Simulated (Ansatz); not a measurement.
# FGeHO: small, medium and large basis sets

The task here is to estimate one member of a computed series from the others.

The runs use Ansatz 0.2.0, Gaussian basis; one geometry, several basis sets.

The runs, in order: PBE0-D4/def2-SVP; ωB97M-V/def2-SVP; PBE0-D4/def2-QZVPP; ωB97M-V/def2-QZVPP; the functionals' def2-TZVPP values are taken from earlier runs.

## Structure used throughout

All runs share one geometry, relaxed beforehand with PBE0-D4 in a triple-zeta def2 set.

4 atoms, charge 0, spin multiplicity 1.

Atoms are counted from 1 here; the program's logs count them from 0.

Bond lengths: O1–Ge2 1.771 Å, O1–H4 0.964 Å, Ge2–F3 1.767 Å. Angles: Ge2–O1–H4 113.8°, O1–Ge2–F3 97.0°.

Set-up of the first run:

in.yaml

```yaml
crystal:
  periodic: [false, false, false]
  atoms:
    - {symbol: O, position_ang: [-0.819676, 0.539180, -0.381116]}
    - {symbol: Ge, position_ang: [-0.389933, -0.693001, 0.815842]}
    - {symbol: F, position_ang: [1.336913, -0.758833, 0.447758]}
    - {symbol: H, position_ang: [-0.071803, 0.852355, -0.902683]}
basis:
  gaussian: {orbitals: def2-SVP}
hamiltonian: {xc: pbe0, dispersion: d4}
output: {orbitals: {seedname: orbitals}}
```

Command:

```bash
$ ansatz run in.yaml --threads 2 --pin off --events-out ev --progress --plain --max-ram 32768MiB --backend cpu
```

Steps of the session up to this table: PBE0-D4 in def2-SVP; ωB97M-V in def2-SVP; PBE0-D4 in def2-QZVPP; ωB97M-V in def2-QZVPP.

One table of the session follows, with a row left open; its other results are not shown here.

It belongs to the step «Density functionals: the series». 

| functional | basis | HOMO (eV) | LUMO (eV) |
| --- | --- | --- | --- |
| PBE0-D4 | def2-SVP | ? | ? |
| PBE0-D4 | def2-TZVPP | -8.36 | -2.04 |
| PBE0-D4 | def2-QZVPP | -8.43 | -2.12 |
| ωB97M-V | def2-SVP | -10.45 | 0.18 |
| ωB97M-V | def2-TZVPP | -10.61 | -0.03 |
| ωB97M-V | def2-QZVPP | -10.69 | -0.21 |

Estimate the missing values for PBE0-D4, def2-SVP.

**Answer.** HOMO (eV): -8.22; LUMO (eV): -1.88. In the column «HOMO (eV)» it is the highest.
